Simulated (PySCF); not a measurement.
# C3H7FSeSi: the cost of one run

The runs use PySCF 2.14.0, with density-fitted response routines of our own; the level of theory stands in each step. All values are computed, except where a source is named. Atoms are numbered from 0 throughout.

## (1) Starting geometry

13 atoms, charge 0, multiplicity 1; geometry from: GFN2-xTB.

Bonds of the start (Å): C0–C1 1.32, C1–Se2 1.90, Se2–C3 1.97, C3–Si4 1.90, Si4–F5 1.61, C0–H6 1.08, C0–H7 1.08, C1–H8 1.08, C3–H9 1.09, C3–H10 1.09, Si4–H11 1.45, Si4–H12 1.45.

## (2) Ultraviolet spectrum: CAM-B3LYP/def2-SVPD

What the job is given:

```
{"job": {"kind": "uv", "xc": "CAM-B3LYP", "basis": "def2-SVPD", "nstates": 8, "ntriplets": 3}, "charge": 0, "multiplicity": 1}
C      3.182720     0.246920    -0.447737
C      1.942668    -0.148391    -0.212211
Se     0.409691     0.962721    -0.393408
C     -0.923617    -0.383228     0.133321
Si    -2.675605     0.354704     0.126809
F     -3.637695    -0.857777     0.580946
H      3.408390     1.250775    -0.767600
H      4.016513    -0.424010    -0.327675
H      1.703930    -1.153687     0.109459
H     -0.838977    -1.213247    -0.570035
H     -0.647206    -0.737542     1.127801
H     -3.109056     0.719447    -1.212629
H     -2.836144     1.383801     1.141984
```

With the program's defaults for keys left out, this is: TDDFT CAM-B3LYP/def2-SVPD, vertical, gas phase, core orbitals frozen in the response.

Command:

```bash
OMP_NUM_THREADS=1 python probes_run.py task.json out
```

The driver reads the jobs from task.json and runs them one after another.

**Question.** How long does this job take on 1 thread of Arm Neoverse V2, shared host, and how much memory does it need?

About 43 s, with a peak of 0.93 GiB.
